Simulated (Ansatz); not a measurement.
# Cu: the cost of one run

Computed with Ansatz 0.2.0 (DFT PBEsol, scalar-relativistic, plane waves, PAW, unless a step's input says otherwise).

## (1) The starting structure

It takes space group Cmcm (No. 63, orthorhombic). Conventional cell: a = 2.437 Å, b = 7.953 Å, c = 2.475 Å, α = 90.00°, β = 90.00°, γ = 90.00°. Cu (site symmetry m2m) has 10 Cu at 2.44 to 2.54 Å as nearest neighbours.

Structure file:

```
CELL_PARAMETERS angstrom
1.21846 -3.97638 0.00000
1.21846 3.97638 0.00000
0.00000 0.00000 2.47550
ATOMIC_POSITIONS crystal
Cu 0.13387 0.86613 0.25000
Cu 0.86613 0.13387 0.75000
```

The structure comes from the Materials Project (structure only).

(A quick probe on a coarse mesh, which set the mesh and smearing, is not shown.)

## (3) The relaxation

input.yaml reads:

```yaml
crystal:
  lattice:
    - [1.21846369, -3.9763780104, 0.0]
    - [1.21846369, 3.9763780104, 0.0]
    - [0.0, 0.0, 2.4754955235]
  atoms:
    - { symbol: Cu, position: [0.13386665, 0.86613335, 0.25] }
    - { symbol: Cu, position: [0.86613335, 0.13386665, 0.75] }
basis:
  ecutwfc: 420
kpoints:
  mp_grid: { grid: [18, 18, 16] }
hamiltonian:
  xc: pbesol
scf:
  occupations: { method: gaussian, width: 0.1 }
output:
  forces: true
  stress: true
  eigenvalues: true
  write_density: true
  write_potential: true
  elf: true
  volumetric_format: npy
relax:
  adjacent_minimum: "off"
  f_tol: 0.005
  max_steps: 80
  cell: { stress_tol: 0.05 }
```

The run is started by

```bash
> ansatz run input.yaml --threads 1 --pin off --max-ram 2560MiB --backend cpu --events-out ev --progress --plain --runs-dir out
```

Q: Estimate wall time and peak memory on 1 thread of Arm Neoverse V2, shared host.

About 1.9 min, with a peak of 0.65 GiB.
